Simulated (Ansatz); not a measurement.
# InAs2: the cost of one run

Method: DFT PBE, scalar-relativistic, plane waves, PAW, in Ansatz 0.2.0.

### 1 The starting structure

It takes space group P6_3/mmc (No. 194, hexagonal). Conventional cell: a = 4.800 Å, b = 4.800 Å, c = 7.593 Å, α = 90.00°, β = 90.00°, γ = 120.00°. In (site symmetry -6m2) is surrounded by 12 As at 3.17 to 3.57 Å. As (site symmetry 3m) is surrounded by 4 As at 2.86 to 3.10 Å and 6 In at 3.17 to 3.57 Å.

Structure file:

```
CELL_PARAMETERS angstrom
4.80020 0.00000 0.00000
-2.40010 4.15710 0.00000
0.00000 0.00000 7.59252
ATOMIC_POSITIONS crystal
In 0.00000 0.00000 0.25000
In 0.00000 0.00000 0.75000
As 0.33333 0.66667 0.45400
As 0.66667 0.33333 0.95400
As 0.33333 0.66667 0.04600
As 0.66667 0.33333 0.54600
```

A structure generator made this guess: species swapped into a database cell of EuIn2 (P6_3/mmc, No. 194), with In on the Eu sites and As on the In sites. Lengths come from tabulated atomic sizes and are only a guess.

### 2 A first look at the guess

Input file input.yaml:

```yaml
crystal:
  lattice:
    - [4.80020172, 0.0, 0.0]
    - [-2.40010086, 4.15709663, 0.0]
    - [0.0, 0.0, 7.59252007]
  atoms:
    - { symbol: In, position: [0.0, 0.0, 0.25] }
    - { symbol: In, position: [0.0, 0.0, 0.75] }
    - { symbol: As, position: [0.33333333, 0.66666667, 0.454] }
    - { symbol: As, position: [0.66666667, 0.33333333, 0.954] }
    - { symbol: As, position: [0.33333333, 0.66666667, 0.046] }
    - { symbol: As, position: [0.66666667, 0.33333333, 0.546] }
basis:
  ecutwfc: 420
kpoints:
  mp_grid: { grid: [6, 6, 2] }
hamiltonian:
  xc: pbe
scf:
  occupations: { method: gaussian, width: 0.1 }
  lower_state_search: "off"
output:
  forces: true
  stress: true
  eigenvalues: true
```

Started as:

```console
> ansatz run input.yaml --threads 1 --pin off --max-ram 2560MiB --backend cpu --events-out ev --progress --plain --runs-dir out
```

**Question.** How long does this run take on 1 thread of AMD EPYC (Zen 3), shared host, and how much memory does it need?

About 8 s, with a peak of 0.46 GiB.
